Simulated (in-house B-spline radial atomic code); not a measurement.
**Ba⁴²⁺: excited configurations**

How much energy does it take to promote electrons of Ba⁴²⁺ to other shells? Each configuration is solved by itself and compared with the reference.

Program: in-house B-spline radial atomic code version 1. Level of theory: Dirac-Hartree-Fock, average of configuration, Fermi nucleus, basis-set limit. These are calculated values, not measurements, unless marked.

## (1) What is computed

* element: barium (Z = 56)
* charge: +42
* electrons: 14
* configuration: [Ne] 3s2 3p2
* Hamiltonian: Dirac-Coulomb
* nucleus: Fermi, rms radius 4.838 fm

The outer shells:

[Ne] 3s2 3p2
```
[Ne] core
3s [↑↓]
3p [↑ ][↑ ][  ]
```

The boxes draw the filling by Hund's rule, which heavy ions in jj coupling don't follow; these runs average over all states of the configuration.

The run's settings:

```ini
Z = 56
electrons = 14.0
configuration = [Ne] 3s2 3p2
hamiltonian = dirac
method = hf
spin_polarised = False
nucleus = fermi
rms_radius = 4.8378
mass_number = 138
atomic_mass = 137.905247059
speed_of_light = 137.035999084
```

From the earlier run of the reference: total energy -6524.960639 hartree. Levels, eight at most:

| orbital | occupation | energy (eV) | <r> (bohr) |
| --- | --- | --- | --- |
| 1s1/2 | 2 | -40332.7 | 0.02556 |
| 2s1/2 | 2 | -8590.31 | 0.1074 |
| 2p1/2 | 2 | -8250.68 | 0.09049 |
| 2p3/2 | 4 | -7855.98 | 0.09616 |
| 3s1/2 | 2 | -3381.83 | 0.2620 |
| 3p1/2 | 0.666667 | -3273.89 | 0.2485 |
| 3p3/2 | 1.33333 | -3175.13 | 0.2569 |

## (2) [Ne] 3s1 3p2 6g1

The run's settings:

```ini
Z = 56
electrons = 14.0
configuration = [Ne] 3s1 3p2 6g1
hamiltonian = dirac
method = hf
spin_polarised = False
nucleus = fermi
rms_radius = 4.8378
mass_number = 138
atomic_mass = 137.905247059
speed_of_light = 137.035999084
```

## (3) [Ne] 3s2 3p1 7g1

Changes to the settings of step 2:

```diff
@@ -2,3 +2,3 @@
 electrons = 14.0
-configuration = [Ne] 3s1 3p2 6g1
+configuration = [Ne] 3s2 3p1 7g1
 hamiltonian = dirac
```

## (4) [He] 2s2 2p5 3s2 3p2 5g1

Changes to the settings of step 3:

```diff
@@ -2,3 +2,3 @@
 electrons = 14.0
-configuration = [Ne] 3s2 3p1 7g1
+configuration = [He] 2s2 2p5 3s2 3p2 5g1
 hamiltonian = dirac
```

## (5) [Ne] 3s2 3p1 4d1

Changes to the settings of step 4:

```diff
@@ -2,3 +2,3 @@
 electrons = 14.0
-configuration = [He] 2s2 2p5 3s2 3p2 5g1
+configuration = [Ne] 3s2 3p1 4d1
 hamiltonian = dirac
```

## (6) Run with [Ne] 3s2 3p1 6f1

Changes to the settings of step 5:

```diff
@@ -2,3 +2,3 @@
 electrons = 14.0
-configuration = [Ne] 3s2 3p1 4d1
+configuration = [Ne] 3s2 3p1 6f1
 hamiltonian = dirac
```

**Question.** How far above the reference does each configuration lie (order and size, in eV)?

**Answer**, as computed:

| net move | configuration | energy above the reference (eV) | with Breit, QED, recoil (eV) | largest <r> (bohr) |
| --- | --- | --- | --- | --- |
| 3p → 4d | [Ne] 3s2 3p1 4d1 | 1559.62 | 1557.25 | 0.464 |
| 3p → 6f | [Ne] 3s2 3p1 6f1 | 2500.26 | 2497.51 | 1.10 |
| 3s → 6g | [Ne] 3s1 3p2 6g1 | 2680.08 | 2676.18 | 1.02 |
| 3p → 7g | [Ne] 3s2 3p1 7g1 | 2692.31 | 2689.55 | 1.47 |
| 2p → 5g | [He] 2s2 2p5 3s2 3p2 5g1 | 6971.51 | 6959.65 | 0.635 |

Quantum defects of the promoted electron, δ = n − ζ/√(−2ε) with ζ = 43 and ε its orbital energy in hartree:

| promotion | δ |
| --- | --- |
| 3p → 4d | 0.093 |
| 3p → 6f | 0.036 |
| 3s → 6g | 0.011 |
| 3p → 7g | 0.012 |
| 2p → 5g | 0.009 |

What this shows: The energies run from 1559.62 eV (3p → 4d) to 6971.51 eV (2p → 5g). Koopmans' estimate of the ionisation threshold is 3175.13 eV; 1 configuration exceeds it by over 2 % and could autoionise. Of those tabulated, the defect is largest for 4d (0.09) and least for 5g (0.01); at this charge much of the defect is relativistic. Two partly filled shells share a symmetry and can mix in the average, which may lower the energy, for: 2p → 5g. These are averages over configurations, without correlation, not spectroscopic levels.
